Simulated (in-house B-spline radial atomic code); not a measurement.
# Hf⁵²⁺: a two-valence-electron spectrum

Question: what is the low spectrum of Hf⁵²⁺ as two electrons over the core [Ne] 3s2 3p6?

Method: configuration interaction of two valence electrons in the frozen-core Dirac-Hartree-Fock potential, then with screened core-valence correlation, Breit and QED (CI+MBPT), no-pair Dirac, B-spline basis. Code: an in-house B-spline radial atomic code, version 1.

### Step 1. What is computed

```
element : hafnium (Z = 72)
charge  : +52
core    : [Ne] 3s2 3p6
nucleus : mass number 180, rms radius 5.347 fm
```

### Step 2. The run, and its levels

Settings of the run, as the program recorded them:

```ini
basis_form = 3
Z = 72
core_configuration = [Ne] 3s2 3p6
rms_radius = 5.347
mass_number = 180
speed_of_light = 137.035999084
box_radius = 1.667
lmax = 6
intervals = 55
virtual_cutoff = 10368.0
```

On the command line:

```bash
> python run_mb.py task.json out
```

Further steps of the session: Transitions.

**Question.** What will these runs give? Wanted: ground level; ionisation energy; first excited level; largest CI block.

**Answer**, as computed:

| quantity | value |
| --- | --- |
| ground level | 3d2 3F2 |
| ionisation energy | 4847.2 eV (plain CI 4845.2 eV) |
| first excited level | 3d2 3P0 at 22.23 eV |
| largest CI block | 2746 |
| tabulated theoretical ionisation energy | 4846.0 ± 4 eV (NIST Atomic Spectra Database, ionization energies) |

The ground level is 3d2 3F2; the corrections beyond plain CI change the ionisation energy by +1.9 eV, to 4847.2 eV. The lowest 9 levels have a mean term purity of 0.72, so spin-orbit mixing is strong and LS labels say little. The tabulated theoretical ionisation energy is 4846.0 ± 4 eV, so the final value is off by +0.024 %, within the tabulated uncertainty.
